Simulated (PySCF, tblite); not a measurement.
**C₆H₁₀O: geometry, infrared bands and NMR shifts**

Aim: predict the infrared bands and NMR shifts of C₆H₁₀O (`CC(C)(C)C=C=O`).

Programs: tblite 0.8.0 and PySCF 2.14.0, with density-fitted response routines of our own. Each step states its level of theory. These are calculated values for one molecule in the gas phase, unless marked as measured. Atoms are numbered from 0 throughout.

**1. Starting geometry**

17 atoms, charge 0, multiplicity 1; geometry from: force field or distance geometry start.

Bonds of the start (Å): C0–C1 1.54, C1–C2 1.53, C1–C3 1.53, C1–C4 1.52, C4–C5 1.30, C5–O6 1.18, C0–H7 1.09, C0–H8 1.10, C0–H9 1.09, C2–H10 1.11, C2–H11 1.09, C2–H12 1.09, C3–H13 1.11, C3–H14 1.09, C3–H15 1.10, C4–H16 1.08.

**2. Relaxing the molecule with GFN2-xTB**

What the job is given:

```
{"job": {"kind": "relax", "xc": "GFN2-xTB", "basis": "xTB"}, "charge": 0, "multiplicity": 1}
C     -0.629800     0.023900     1.478600
C     -0.112300    -0.043900     0.028100
C     -0.038400     1.374000    -0.538700
C     -1.075900    -0.880000    -0.822400
C      1.241100    -0.741900     0.064000
C      2.368300    -0.248700    -0.357700
O      3.396600     0.198000    -0.730200
H     -0.724500    -0.965500     1.931000
H     -1.623900     0.491800     1.513500
H      0.024700     0.615300     2.123600
H     -1.042400     1.843000    -0.541100
H      0.615100     2.019000     0.044900
H      0.304900     1.377000    -1.568400
H     -1.173500    -1.906700    -0.423200
H     -0.730400    -0.957500    -1.848700
H     -2.078200    -0.438700    -0.820400
H      1.271600    -1.747200     0.457200
```

The run is started by

```console
$ OMP_NUM_THREADS=1 python probes_run.py task.json out
```

The driver reads the jobs from task.json and runs them one after another.

**Question.** This job is followed by: GFN2-xTB harmonic vibrations, gas phase; GIAO PBE0/pcSseg-1 NMR shielding, non-relativistic, gas phase. What will the session give for the following? strongest single infrared mode (GFN2-xTB); zero-point energy (GFN2-xTB); 13C shifts against TMS (PBE0/pcSseg-1, means over atoms taken as alike); 1H shifts against TMS (PBE0/pcSseg-1, means over atoms taken as alike); 17O shifts against H2O (PBE0/pcSseg-1).

The runs gave:

| quantity | value |
| --- | --- |
| strongest single infrared mode (GFN2-xTB) | 2282 cm⁻¹, 1115 km/mol |
| zero-point energy (GFN2-xTB) | 90.1 kcal/mol |
| 13C shifts against TMS (PBE0/pcSseg-1, means over atoms taken as alike) | 205.1, 34.1, 32.5, 32.3 ppm |
| 1H shifts against TMS (PBE0/pcSseg-1, means over atoms taken as alike) | 2.73, 1.21 ppm |
| 17O shifts against H2O (PBE0/pcSseg-1) | 393.1 ppm |

Relaxing lowered the energy by 0.057 eV in 31 steps; the close pair that moved most is C2–H10, from 1.108 to 1.088 Å. All 45 modes are real, so the xTB geometry is a minimum. The strongest single mode, at 2282 cm⁻¹, moves mainly C5. GFN2-xTB is a fitted tight-binding method: band positions and strengths are rough. Its intensities can rank the bands wrongly. At PBE0/pcSseg-1: The largest span, 400 ppm, is at O6, where the paramagnetic term is -459 ppm.
